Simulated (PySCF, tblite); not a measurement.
**C₄H₈OSi₂: dynamics, then NMR shifts on frames**

Aim: move C₄H₈OSi₂ (`[SiH3]OC1=CC=C[SiH2]1`) away from its starting geometry and see how NMR shifts follow the geometry.

Programs: tblite 0.8.0 and PySCF 2.14.0, with density-fitted response routines of our own. Each step states its level of theory. These are calculated values for one molecule in the gas phase, unless marked as measured. Atoms are numbered from 0 throughout.

**1. The starting structure**

15 atoms, charge 0, multiplicity 1; geometry from: GFN2-xTB.

Bonds of the start (Å): Si0–O1 1.62, O1–C2 1.34, C2–C3 1.35, C3–C4 1.45, C4–C5 1.34, C5–Si6 1.88, Si6–C2 1.90, Si0–H7 1.47, Si0–H8 1.45, Si0–H9 1.47, C3–H10 1.08, C4–H11 1.08, C5–H12 1.08, Si6–H13 1.46, Si6–H14 1.46.

**2. A short Langevin run with GFN2-xTB**

Job settings and geometry (Å):

```
{"job": {"kind": "md", "xc": "GFN2-xTB", "basis": "xTB", "temperature": 200, "steps": 2000, "every": 50, "frames": 5}, "charge": 0, "multiplicity": 1}
Si     2.610114     0.943033    -0.107010
O      1.551940    -0.075368     0.576406
C      0.233121    -0.276895     0.413788
C     -0.445320    -1.204498     1.114150
C     -1.860724    -1.291130     0.817232
C     -2.346243    -0.452096    -0.110751
Si    -0.956353     0.626776    -0.764363
H      2.227356     2.335618     0.140478
H      3.813911     0.536280     0.600512
H      2.680707     0.728414    -1.554621
H      0.006798    -1.851227     1.850891
H     -2.464073    -2.016411     1.345470
H     -3.385276    -0.448121    -0.393935
H     -1.067383     2.049073    -0.437735
H     -0.602989     0.404543    -2.167114
```

Level: GFN2-xTB Langevin dynamics, gas phase.

Command:

```bash
$ OMP_NUM_THREADS=1 python probes_run.py task.json out
```

This one command runs all jobs of the session in turn.

Log:

```text
t/fs     T/K      E/eV
    0.0   159.5   -548.74170
   25.0    91.9   -548.58849
   50.0    95.8   -548.53591
   75.0   126.0   -548.58003
  100.0   139.9   -548.47534
  125.0   148.7   -548.53360
  150.0   127.4   -548.51776
  175.0   105.9   -548.53088
  200.0    85.6   -548.54313
  225.0   151.7   -548.62458
  250.0   145.1   -548.52826
  275.0   146.6   -548.58020
  300.0   160.6   -548.54723
  325.0   170.3   -548.51036
  350.0   212.0   -548.51163
  375.0   203.8   -548.53116
  400.0   152.1   -548.41042
  425.0   169.9   -548.48154
  450.0   163.0   -548.50494
  475.0   196.7   -548.53056
  500.0   144.4   -548.47870
  525.0   217.7   -548.48816
  550.0   197.6   -548.41587
  575.0   153.8   -548.30354
  600.0   238.3   -548.50704
  625.0   264.7   -548.48753
  650.0   228.7   -548.38659
  675.0   268.5   -548.36078
  700.0   241.3   -548.29050
  725.0   299.4   -548.45967
  750.0   238.9   -548.28679
  775.0   288.5   -548.36408
  800.0   271.2   -548.39469
  825.0   223.4   -548.29937
  850.0   212.7   -548.29402
  875.0   227.6   -548.35702
  900.0   223.0   -548.38407
  925.0   248.5   -548.38444
  950.0   283.4   -548.44508
  975.0   217.5   -548.37842
 1000.0   226.6   -548.35149
```

Wall time 25 s (1 thread of Intel Xeon Platinum 8259CL at 2.50GHz, shared host); peak memory 0.18 GiB.

Distance from the start (root mean square after alignment): 0 fs 0.00 Å, 200 fs 0.23 Å, 400 fs 0.16 Å, 600 fs 0.28 Å, 800 fs 0.80 Å, 1000 fs 0.97 Å.

Positions (Å) and forces (eV/Å) at 1000 fs:

```xyz
15

Si    2.082    1.668    0.596   -0.709    0.344    0.801
O     1.047    0.585    1.249   -0.368   -0.391   -0.209
C    -0.075   -0.082    0.813    1.708    1.050    0.614
C    -1.034   -0.474    1.661    0.527    0.348    0.127
C    -2.150   -1.050    0.998   -0.495   -0.834    0.248
C    -2.089   -1.140   -0.335   -1.830   -1.546   -1.039
Si   -0.479   -0.492   -0.981    0.153    0.324   -0.131
H     2.173    2.699    1.728    0.176   -0.754   -0.733
H     3.323    0.944    0.237   -0.346    0.305    0.027
H     1.282    2.312   -0.469    0.491   -0.065   -0.064
H    -0.973   -0.413    2.730   -0.038    0.199    0.173
H    -2.924   -1.475    1.625   -0.197    0.052   -0.239
H    -2.856   -1.778   -0.885    0.940    1.164    0.622
H    -0.373    0.715   -1.789   -0.206    0.080   -0.122
H     0.389   -1.513   -1.527    0.195   -0.276   -0.075
```

**3. Shielding tensors: 250 fs, PBE0/pcSseg-1**

Job settings and geometry (Å):

```
{"job": {"kind": "nmr", "xc": "PBE0", "basis": "pcSseg-1", "pop": false}, "charge": 0, "multiplicity": 1}
Si     2.304300     0.957400    -0.309500
O      1.316400    -0.143800     0.314500
C      0.014200    -0.222200     0.365200
C     -0.646600    -1.115600     1.138300
C     -2.072500    -1.087800     1.003400
C     -2.592600    -0.259100     0.079500
Si    -1.171800     0.677100    -0.822900
H      2.048700     2.229100     0.353300
H      3.560700     0.319200    -0.049000
H      2.083600     1.119300    -1.806700
H     -0.154300    -1.786900     1.854100
H     -2.714200    -1.724500     1.630400
H     -3.619400    -0.294900    -0.234500
H     -1.263400     2.165500    -0.773500
H     -1.011300     0.277400    -2.232400
```

Level: GIAO PBE0/pcSseg-1 NMR shielding, non-relativistic, gas phase.

Log:

```text
coarse grid: 13640 points
cycle   1  E = -810.7031149556  dE =  1.027e+00  |g| = 6.631e-01  |ddm| = 3.678e+00
cycle   2  E = -810.6163589604  dE =  8.676e-02  |g| = 9.378e-01  |ddm| = 1.373e+00
cycle   3  E = -810.7906646001  dE = -1.743e-01  |g| = 8.153e-02  |ddm| = 9.067e-01
cycle   4  E = -810.7912458907  dE = -5.813e-04  |g| = 5.305e-02  |ddm| = 1.108e-01
cycle   5  E = -810.7919343317  dE = -6.884e-04  |g| = 1.497e-02  |ddm| = 6.341e-02
cycle   6  E = -810.7919887834  dE = -5.445e-05  |g| = 4.352e-03  |ddm| = 1.675e-02
cycle   7  E = -810.7919936703  dE = -4.887e-06  |g| = 5.073e-04  |ddm| = 4.743e-03
final grid: 122872 points
cycle   8  E = -810.8426883750  dE = -1.254e-05  |g| = 8.860e-03  |ddm| = 2.215e-02
cycle   9  E = -810.8426636596  dE =  2.472e-05  |g| = 1.407e-02  |ddm| = 1.815e-02
cycle  10  E = -810.8427036982  dE = -4.004e-05  |g| = 1.666e-03  |ddm| = 1.253e-02
cycle  11  E = -810.8427043772  dE = -6.790e-07  |g| = 3.264e-04  |ddm| = 1.738e-03
cycle  12  E = -810.8427043997  dE = -2.249e-08  |g| = 9.650e-05  |ddm| = 3.163e-04
cycle  13  E = -810.8427044019  dE = -2.234e-09  |g| = 3.042e-05  |ddm| = 1.138e-04
cycle  14  E = -810.8427044021  dE = -2.144e-10  |g| = 1.224e-05  |ddm| = 3.895e-05
converged SCF energy = -810.8427044021

GIAO shielding tensors (ppm)
atom      isotropic    diamagn.    paramagn.     s11        s22        s33       span
  0 Si     388.118     880.340    -492.222    343.676    355.519    465.160    121.484
  1 O      222.247     396.382    -174.135     80.912    226.329    359.500    278.587
  2 C       16.998     256.738    -239.740    -67.848     26.061     92.781    160.629
  3 C       55.755     253.579    -197.825    -44.579     79.217    132.626    177.204
  4 C       29.829     253.916    -224.087    -91.397     35.085    145.800    237.197
  5 C       65.811     261.479    -195.668    -35.501     72.063    160.871    196.372
  6 Si     419.738     881.292    -461.553    390.754    400.405    468.056     77.303
  7 H       26.837      29.637      -2.800     23.986     25.041     31.484      7.498
  8 H       26.976      29.586      -2.610     23.163     25.616     32.148      8.985
  9 H       26.122      28.997      -2.875     23.246     25.212     29.908      6.662
 10 H       25.100      31.769      -6.669     22.373     24.179     28.748      6.374
 11 H       24.269      28.694      -4.425     22.141     23.395     27.272      5.132
 12 H       26.285      29.861      -3.576     25.425     26.147     27.283      1.857
 13 H       26.732      28.877      -2.145     23.538     25.211     31.447      7.909
 14 H       27.022      29.403      -2.381     23.819     25.234     32.013      8.194
```

Run time: 40 s. Hardware: 1 thread of Intel Xeon Platinum 8259CL at 2.50GHz, shared host; peak memory 0.78 GiB.

Shifts follow as δ = σ(reference) − σ, with reference shieldings (ppm) from runs at the same level and on the same kind of geometry: 1H TMS 31.72, 13C TMS 186.9, 29Si TMS 349.2, 17O H2O 336.1. The references are single molecules in the gas phase, so shifts against H2O, NH3, PH3, H3PO4 or CFCl3 are not on the usual liquid scales and can be off by tens of ppm. Each atom is listed at this fixed geometry, with no averaging over motion; a spectrum would average atoms that exchange fast.

| atoms | environment | σ (ppm) | δ (ppm) |
| --- | --- | --- | --- |
| C2 | alkene carbon bearing oxygen | 17.0 | 169.9 |
| C4 | alkene CH | 29.8 | 157.1 |
| C3 | β carbon of an enol-ether or enamine type C=C | 55.8 | 131.2 |
| C5 | alkene CH | 65.8 | 121.1 |
| H11 | hydrogen on an alkene CH | 24.27 | 7.45 |
| H10 | hydrogen on a β carbon of an enol-ether or enamine type C=C | 25.10 | 6.62 |
| H9 | hydrogen on a silicon bonded to O | 26.12 | 5.59 |
| H12 | hydrogen on an alkene CH | 26.29 | 5.43 |
| H13 | hydrogen on a silicon bonded to 2 C, in a 5-membered ring | 26.73 | 4.98 |
| H7 | hydrogen on a silicon bonded to O | 26.84 | 4.88 |
| H8 | hydrogen on a silicon bonded to O | 26.98 | 4.74 |
| H14 | hydrogen on a silicon bonded to 2 C, in a 5-membered ring | 27.02 | 4.70 |
| Si0 | silicon bonded to O, 3 H | 388.1 | -39.0 |
| Si6 | silicon bonded to 2 C, 2 H, in a 5-membered ring | 419.7 | -70.6 |
| O1 | oxygen bonded to C, Si | 222.2 | 113.8 |

Ring of atoms C2, C3, C4, C5, Si6: NICS(0) 1.4, NICS(1) -0.4, NICS(1)zz 5.6 ppm (means of both faces).

The fields below are evaluated on a grid from the run's orbitals.

Frontier orbitals at PBE0/pcSseg-1, with the share of their density that lies nearest to each atom:

| orbital | energy (eV) | lies on |
| --- | --- | --- |
| HOMO | -5.94 | C5 27 %; C2, C3 about 20 % each; O1 12 % |
| LUMO | -1.40 | C2 22 %; C4, C5 about 16 % each; C3 11 % |

ELF in a plane through or near 11 of the atoms.

Ten even steps from '0' (0.00) to '9' (1.00):
```
0000000000000000000000000000
0000000000000000000000000000
0000000000000000000000000000
0000000000000000000000000000
0000000000001121100000000000
0000002310002343210024200000
0000048983013211163699940000
0000169997012077186899960000
0000059997105411481499830000
0000122121315995156741000000
0000461781865344047741000000
0006999206648258582299720000
0008999924885272486899970000
0006999802772047652599950000
0000799300320089970025300000
0000012000000299980000000000
0000000000000069940000000000
0000000000000000000000000000
0000000000000000000000000000
0000000000000000000000000000
```
The map spans 12.4 Å across and 10.1 Å up, centred on the molecule. Atoms in the plane (x, y in Å): Si0 (-2.7, -0.2), O1 (-1.3, -0.9), C2 (-0.1, -0.5), C3 (1.0, -1.3), C4 (2.3, -0.7), C5 (2.3, 0.7), Si6 (0.5, 1.3), H8 (-3.6, -1.2), H10 (0.9, -2.4), H11 (3.2, -1.3), H12 (3.2, 1.2).

log10 of the density (e/Å³) in the same plane.

Ten even steps from '0' (-4.0) to '9' (1.6):
```
0000000000000000000000000000
0000000000000000000000000000
0000000000011121110000000000
0000000001122333221100000000
0000012222234444433222100000
0000123333344555544443320000
0001234444345677655555431000
0001345555445699666676531000
0012356665545677677776531000
0012456776656776667765431000
0123456896777876667765431000
0123567667887777778776531000
0123567656776677976676531000
0123455555665567765555431000
0012344333444457754443320000
0001222222223456653322110000
0000111100001234432110000000
0000000000000112211000000000
0000000000000000000000000000
0000000000000000000000000000
```
The map spans 12.4 Å across and 10.1 Å up, centred on the molecule. Atoms in the plane (x, y in Å): Si0 (-2.7, -0.2), O1 (-1.3, -0.9), C2 (-0.1, -0.5), C3 (1.0, -1.3), C4 (2.3, -0.7), C5 (2.3, 0.7), Si6 (0.5, 1.3), H8 (-3.6, -1.2), H10 (0.9, -2.4), H11 (3.2, -1.3), H12 (3.2, 1.2).

On the surface of density 0.002 e/bohr³ the electrostatic potential runs, from the 1st to the 99th percentile, from -0.84 V near O1 to 1.49 V near H8.

**4. Nuclear shieldings: 425 fs, PBE0/pcSseg-1**

Job settings and geometry (Å):

```
{"job": {"kind": "nmr", "xc": "PBE0", "basis": "pcSseg-1", "pop": false}, "charge": 0, "multiplicity": 1}
Si     2.158600     1.177100    -0.451000
O      1.206900     0.245500     0.513600
C     -0.037300    -0.209400     0.533400
C     -0.503100    -1.039600     1.486000
C     -1.919300    -1.365500     1.323700
C     -2.552400    -0.912100     0.238400
Si    -1.367800     0.162700    -0.781900
H      1.649200     2.574800    -0.357900
H      3.458400     0.999500     0.242300
H      2.153500     0.440900    -1.692500
H      0.033300    -1.444300     2.312300
H     -2.500800    -1.983900     2.018200
H     -3.584700    -1.229400     0.015400
H     -1.639000     1.623100    -0.956300
H     -1.010700    -0.571700    -2.047400
```

With the program's defaults for keys left out, this is: GIAO PBE0/pcSseg-1 NMR shielding, non-relativistic, gas phase.

Log:

```text
coarse grid: 13640 points
cycle   1  E = -810.6972326062  dE =  9.491e-01  |g| = 6.791e-01  |ddm| = 3.661e+00
cycle   2  E = -810.5978624678  dE =  9.937e-02  |g| = 9.877e-01  |ddm| = 1.506e+00
cycle   3  E = -810.7892546527  dE = -1.914e-01  |g| = 1.088e-01  |ddm| = 1.004e+00
cycle   4  E = -810.7907761585  dE = -1.522e-03  |g| = 6.015e-02  |ddm| = 1.479e-01
cycle   5  E = -810.7916892735  dE = -9.131e-04  |g| = 1.649e-02  |ddm| = 6.997e-02
cycle   6  E = -810.7917558483  dE = -6.657e-05  |g| = 4.136e-03  |ddm| = 1.751e-02
cycle   7  E = -810.7917600774  dE = -4.229e-06  |g| = 3.041e-04  |ddm| = 4.144e-03
final grid: 122872 points
cycle   8  E = -810.8429566205  dE = -1.388e-05  |g| = 9.085e-03  |ddm| = 2.387e-02
cycle   9  E = -810.8429299695  dE =  2.665e-05  |g| = 1.462e-02  |ddm| = 1.916e-02
cycle  10  E = -810.8429725988  dE = -4.263e-05  |g| = 1.679e-03  |ddm| = 1.315e-02
cycle  11  E = -810.8429732773  dE = -6.785e-07  |g| = 3.401e-04  |ddm| = 1.772e-03
cycle  12  E = -810.8429733017  dE = -2.445e-08  |g| = 9.828e-05  |ddm| = 3.264e-04
cycle  13  E = -810.8429733041  dE = -2.366e-09  |g| = 2.663e-05  |ddm| = 1.146e-04
cycle  14  E = -810.8429733043  dE = -1.778e-10  |g| = 4.542e-06  |ddm| = 3.362e-05
converged SCF energy = -810.8429733043

GIAO shielding tensors (ppm)
atom      isotropic    diamagn.    paramagn.     s11        s22        s33       span
  0 Si     382.566     880.089    -497.524    336.048    362.429    449.220    113.172
  1 O      220.488     398.235    -177.748     62.388    226.347    372.728    310.340
  2 C       14.638     255.200    -240.562    -72.297     22.809     93.403    165.700
  3 C       61.884     253.053    -191.169    -36.255     82.559    139.348    175.604
  4 C       26.005     254.297    -228.293    -98.039     34.479    141.575    239.613
  5 C       67.975     262.111    -194.137    -35.174     79.298    159.801    194.976
  6 Si     415.294     881.302    -466.008    372.296    413.835    459.751     87.455
  7 H       26.060      29.040      -2.980     23.056     24.676     30.449      7.393
  8 H       26.206      28.820      -2.614     22.650     25.096     30.874      8.224
  9 H       26.534      30.272      -3.738     23.343     25.361     30.899      7.556
 10 H       25.757      32.806      -7.050     23.172     24.721     29.376      6.204
 11 H       24.166      28.730      -4.564     21.447     23.058     27.992      6.545
 12 H       25.978      28.914      -2.937     24.626     25.800     27.506      2.880
 13 H       26.661      28.903      -2.242     23.427     25.208     31.348      7.922
 14 H       26.561      28.964      -2.403     23.387     24.931     31.364      7.977
```

Wall time 30 s (1 thread of Intel Xeon Platinum 8259CL at 2.50GHz, shared host); peak memory 0.81 GiB.

In short: δ C2 172.3, C4 160.9, C3 125.0, C5 119.0, H11 7.55, H10 5.96 ppm.

(Part 1 of 2 ends here.)
